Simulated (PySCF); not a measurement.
# GeF2 (SMILES [F][Ge][F]): CISD/STO-6G

Aim: the vertical ionisation energy of GeF2 at CISD/STO-6G, from 2 runs. 

Program for the calculation: PySCF 2.14.0.

6 further runs of the same task are left out: 6 set aside as unsound or not needed.

### Step 1. Starting point

The species is GeF2 (3 atoms), meant as a singlet with charge 0. As SMILES, `[F][Ge][F]`. The shape is that of a PBE0-D4/def2-TZVP optimisation.

Bond lengths: F1–Ge2 1.745 Å, Ge2–F3 1.745 Å. Angles: F1–Ge2–F3 97.2°.

### Step 2. A single-point energy at CISD/STO-6G

Input file calc.py:

```python
# [F][Ge][F]
from pyscf import gto, ci

mol = gto.M(
    atom='''
F     -0.675900    -1.101800    -0.497500
Ge     0.637500    -0.295200     0.320200
F      0.027600     1.332100     0.164100
''',
    basis='sto-6g',
    max_memory=1860,
    verbose=4,
)

hf = mol.RHF()
hf.conv_tol = 1e-10
hf.kernel()
if not hf.converged:
    hf = hf.newton().run(hf.mo_coeff, hf.mo_occ)

cisd = ci.CISD(hf, frozen=11)
cisd.kernel()
e_final = cisd.e_tot
print('E(%s) = %.9f' % ('CISD', e_final))
```

The run is started by

```
$ OMP_NUM_THREADS=1 python calc.py
```

Standard output:

```text
PySCF version 2.14.0

[INPUT] num. atoms = 3
[INPUT] num. electrons = 50
[INPUT] charge = 0
[INPUT] spin (= nelec alpha-beta = 2S) = 0
[INPUT] symmetry False subgroup None
[INPUT] Mole.unit = angstrom
[INPUT] Symbol           X                Y                Z      unit          X                Y                Z       unit  Magmom
[INPUT]  1 F     -0.675900000000  -1.101800000000  -0.497500000000 AA   -1.277265887594  -2.082100244046  -0.940138746971 Bohr   0.0
[INPUT]  2 Ge     0.637500000000  -0.295200000000   0.320200000000 AA    1.204700404410  -0.557847151972   0.605090305086 Bohr   0.0
[INPUT]  3 F      0.027600000000   1.332100000000   0.164100000000 AA    0.052156441038   2.517304170533   0.310104057041 Bohr   0.0

nuclear repulsion = 191.062717693672
number of shells = 14
number of NR pGTOs = 168
number of NR cGTOs = 28
basis = sto-6g
ecp = {}

******** <class 'pyscf.scf.hf.RHF'> ********
method = RHF
initial guess = minao
damping factor = 0
level_shift factor = 0
DIIS = <class 'pyscf.scf.diis.CDIIS'>
diis_start_cycle = 1
diis_space = 8
diis_damp = 0
SCF conv_tol = 1e-10
SCF conv_tol_grad = None
SCF max_cycles = 50
direct_scf = True
direct_scf_tol = 1e-13
Set gradient conv threshold to 1e-05
Initial guess from minao.
init E= -2259.68700816509
  HOMO = -0.556546396338215  LUMO = -0.249085493507348  gap/eV = 8.36644
cycle= 1 E= -2262.1092094312  delta_E= -2.42  |g|= 0.399  |ddm|=    2
  HOMO = -0.242962410138907  LUMO = 0.162513977820733  gap/eV = 11.03357
cycle= 2 E= -2262.18056533188  delta_E= -0.0714  |g|= 0.113  |ddm|= 0.867
  HOMO = -0.261514124675695  LUMO = 0.184403951306925  gap/eV = 12.13405
cycle= 3 E= -2262.18675866009  delta_E= -0.00619  |g|= 0.0283  |ddm|= 0.19
  HOMO = -0.263249537515645  LUMO = 0.182801867430335  gap/eV = 12.13768
cycle= 4 E= -2262.18749929169  delta_E= -0.000741  |g|= 0.0104  |ddm|= 0.08
  HOMO = -0.262362792993591  LUMO = 0.182931489914633  gap/eV = 12.11707
cycle= 5 E= -2262.18763793938  delta_E= -0.000139  |g|= 0.00201  |ddm|= 0.0447
  HOMO = -0.262240319957776  LUMO = 0.182968559425259  gap/eV = 12.11475
cycle= 6 E= -2262.18764299239  delta_E= -5.05e-06  |g|= 0.000269  |ddm|= 0.00782
  HOMO = -0.262171478927488  LUMO = 0.182972819360074  gap/eV = 12.11299
cycle= 7 E= -2262.18764307718  delta_E= -8.48e-08  |g|= 5.37e-05  |ddm|= 0.00104
  HOMO = -0.262165338964279  LUMO = 0.182976830371016  gap/eV = 12.11294
cycle= 8 E= -2262.18764307997  delta_E= -2.79e-09  |g|= 1.27e-05  |ddm|= 0.000167
  HOMO = -0.262164766565857  LUMO = 0.182976758525833  gap/eV = 12.11292
cycle= 9 E= -2262.18764308015  delta_E= -1.8e-10  |g|= 2.6e-06  |ddm|= 4.6e-05
  HOMO = -0.262164623398518  LUMO = 0.182976816909672  gap/eV = 12.11292
cycle= 10 E= -2262.18764308016  delta_E= -1.09e-11  |g|= 6.69e-07  |ddm|= 8.5e-06
  HOMO = -0.262164678643222  LUMO = 0.182976790613469  gap/eV = 12.11292
Extra cycle  E= -2262.18764308016  delta_E= -3.18e-12  |g|= 3.25e-07  |ddm|= 1.34e-06
converged SCF energy = -2262.18764308016

******** <class 'pyscf.ci.cisd.RCISD'> ********
CISD nocc = 14, nmo = 17
frozen orbitals 11
max_cycle = 50
direct = 0
conv_tol = 1e-09
max_cycle = 50
max_space = 12
lindep = 0
nroots = 1
Init t2, MP2 energy = -0.0738487973263176
RCISD converged
E(RCISD) = -2262.273768364297  E_corr = -0.08612528413363396
E(CISD) = -2262.273768364
```

It took 1.4 s on 1 thread of Arm Neoverse V1, shared host; peak memory 0.12 GiB.

### Step 3. The doublet cation, same level

Input file job.py:

```python
from pyscf import gto, scf, ci

mol = gto.M(
    atom='''
F     -1.277266    -2.082100    -0.940139
Ge     1.204700    -0.557847     0.605090
F      0.052156     2.517304     0.310104
''',
    basis='sto-6g',
    max_memory=1860,
    verbose=3,
    unit='bohr',
    spin=1,
    charge=1,
)

myscf = scf.UHF(mol)
myscf.conv_tol = 1e-10
myscf.kernel()
if not myscf.converged:
    myscf = myscf.newton().run(myscf.mo_coeff, myscf.mo_occ)

cisd = ci.CISD(myscf, frozen=11)
cisd.kernel()
e_final = cisd.e_tot
print('E(%s) = %.9f' % ('CISD', e_final))
```

The run is started by

```
$ OMP_NUM_THREADS=1 python job.py
```

Standard output:

```text
converged SCF energy = -2261.93882602316  <S^2> = 0.81297961  2S+1 = 2.062018
E(UCISD) = -2262.042182166681  E_corr = -0.1033561435182482
E(CISD) = -2262.042182167
```

Run time: 1.5 s. Hardware: 1 thread of Arm Neoverse V1, shared host; peak memory 0.11 GiB.

### Step 4. Outcome

Level: CISD/STO-6G, 11 core orbitals frozen.

| quantity | value |
| --- | --- |
| singlet GeF2: total energy | -2262.27377 Eh |
| singlet GeF2: dipole moment (Hartree–Fock density) | 1.00 D |
| singlet GeF2: HOMO energy (Hartree–Fock orbitals) | -7.13 eV |
| singlet GeF2: LUMO energy (Hartree–Fock orbitals) | 4.98 eV |
| singlet GeF2: HOMO–LUMO gap (Hartree–Fock orbitals) | 12.11 eV |
| singlet GeF2: correlation energy (11 core orbitals frozen) | -86.1 mEh |
| doublet cation: total energy | -2262.04218 Eh |
| doublet cation: HOMO energy (Hartree–Fock orbitals) (highest over α and β) | -18.02 eV |
| doublet cation: LUMO energy (Hartree–Fock orbitals) (lowest over α and β) | -6.32 eV |
| doublet cation: correlation energy (11 core orbitals frozen) | -103.4 mEh |
| doublet cation: ⟨S²⟩ of the reference determinant | 0.813 |
| vertical ionisation energy (to the doublet cation) | 6.302 eV |

Removing an electron at fixed nuclei costs 6.30 eV (608 kJ/mol). In a minimal basis such a difference can be off by several eV, whatever the method. Mulliken charges (doublet cation) of the mean-field density run from -0.14 on F1 to +1.28 on Ge2; they depend strongly on the basis.
